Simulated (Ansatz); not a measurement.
## H3ISi, SMILES [SiH3]I: a relaxed scan of one distance, step by step

Program: the Python package of Ansatz (0.2.0).

Typed at the interpreter:
```pycon
>>> import warnings
>>> import ansatz as az
>>> import numpy as np
>>> BASIS_SET = "def2-SVP"
>>> XC = "b3lyp"
>>> warnings.simplefilter("ignore", az.DeckWarning)
>>> geometry_ang = [
...     ("Si", [-0.1246, 0.0286, -0.0538]),
...     ("I", [1.9111, -0.9357, 0.718]),
...     ("H", [-1.1847, 0.1117, 1.0367]),
...     ("H", [-0.6476, -0.7267, -1.1857]),
...     ("H", [0.0957, 1.4484, -0.5565]),
... ]
>>> h3isi = az.Crystal.molecule()
>>> for symbol, xyz in geometry_ang:
...     h3isi = h3isi.atom(symbol, xyz)
...
>>> model = (
...     h3isi.calculation()
...     .basis(gaussian=BASIS_SET)
...     .functional(XC)
... )
>>> symbols = [site.symbol for site in h3isi.cartesian_sites]
>>> pairs = [(0, 1), (0, 2), (0, 3), (0, 4)]
>>> print("held (A)   E (eV)        ", "  ".join(f"{symbols[i]}{i}-{symbols[j]}{j}" for i, j in pairs))
held (A)   E (eV)         Si0-I1  Si0-H2  Si0-H3  Si0-H4
>>> for length in [1.34, 1.46, 1.57, 1.75, 1.97]:
...     summary = model.relax(constraints=[az.DistanceConstraint((0, 3), at=length)], force_tolerance=0.02, max_steps=60).run(threads=1, backend="cpu").report
...     xyz = np.array(summary["positions_ang"])
...     print(f"{length:6.2f} {summary['free_energy_ev']:14.5f}  ", "  ".join(f"{np.linalg.norm(xyz[i] - xyz[j]):.3f}" for i, j in pairs))
...
  1.34   -16028.49891   2.476  1.488  1.340  1.488
  1.46   -16028.73516   2.475  1.487  1.460  1.487
  1.57   -16028.68644   2.469  1.486  1.570  1.485
  1.75   -16028.30908   2.466  1.484  1.750  1.484
  1.97   -16027.63505   2.458  1.484  1.970  1.484
```

Reading the output:
- The settings weren't tested for convergence.
- The energies are electronic: no zero-point or thermal terms, and the basis set is short of its limit.
- def2 sets replace the cores of elements past krypton by effective core potentials.
- b3lyp holds the VWN-RPA fit, as in Gaussian; the form of ORCA and Turbomole is b3lyp5.
- The script silences the warnings on its input, which a real study should read.
- Wall time of the script: 44 s on 1 thread of Arm Neoverse V2, with other jobs on the host, peak memory 0.19 GiB.
